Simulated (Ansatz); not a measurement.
This script makes an all-electron equation of state of LiF, space group Fm-3m with the Python package of Ansatz (0.2.0).

The script, `eos_lapw_lif.py`:
```python
"""E(V) of LiF on LAPW."""

import ansatz as az
from ase.eos import EquationOfState
from ase.units import GPa
import numpy as np

SCF_TOL = 1e-05
MAX_SCF = 60
FUNCTIONAL = "pbe"
OCCUPATIONS = "fixed"
MESH = (8, 8, 8)

vectors0 = np.array([
    [0.0, 2.014, 2.014],
    [2.014, 0.0, 2.014],
    [2.014, 2.014, 0.0],
])
sites = [
    ("Li", [0.0, 0.0, 0.0]),
    ("F", [0.5, 0.5, 0.5]),
]


def crystal_on(cell):
    crystal = az.Crystal(lattice=az.Lattice.of(cell))
    for symbol, position in sites:
        crystal = crystal.atom(symbol, position)
    return crystal

volumes, energies = [], []
for scale in np.linspace(0.94, 1.06, 5):
    cell = vectors0 * scale ** (1 / 3)
    setup = (
        crystal_on(cell).calculation()
        .mixing("broyden")
        .scf(tolerance=SCF_TOL, max_iterations=MAX_SCF)
        .functional(FUNCTIONAL)
        .occupations(OCCUPATIONS)  # whole-number filling, right only where there is a gap
        .kpoints(*MESH)
        .pseudopotentials("all_electron", lapw=True)
    )
    rep = setup.run().report
    volumes.append(abs(np.linalg.det(cell)) / len(sites))
    energies.append(rep["free_energy_ev"] / len(sites))
    print(f"{scale:.3f} {volumes[-1]:9.4f} A^3/atom {energies[-1]:16.5f} eV/atom  (estimated basis error {1000 * rep['lapw_basis_errors']['total_ev_per_atom']:.2f} meV/atom)")
v0, e0, bulk = EquationOfState(volumes, energies, eos="birchmurnaghan").fit()
print(f"V0 = {v0:.4f} A^3/atom, B0 = {bulk / GPa:.1f} GPa")
```

From its runs, with one value withheld:

| V (Å³/atom) | F less the lowest row shown (meV/atom) |
| --- | --- |
| 7.679 | ? |
| 7.924 | 6.34 |
| 8.169 | 1.44 |
| 8.414 | 0.00 |
| 8.659 | 1.53 |

What is the missing energy at 7.679 Å³ an atom?

A third-order Birch-Murnaghan fit, E = E0 + (9 V0 B0 / 16) [(t - 1)³ B' + (t - 1)² (6 - 4t)] with t = (V0/V)^(2/3), through the 4 rows shown gives V0 = 8.404 Å³, B0 = 66.9 GPa, B' = 4.20 and E0 = 0.00 meV. At V = 7.679 Å³, t = 1.06201, and the fit extrapolates to 15.27 meV. The run gave 15.27 meV, a miss of 0.00 meV.

These settings explore the input space; cutoff and mesh may be short of convergence. The structure is a deposited one; some such entries were measured under pressure or heat, so a shift against it needn't be the functional's error alone. Timing: 12 s on 1 thread of Arm Neoverse V2, on a shared host, peak memory 0.32 GiB.
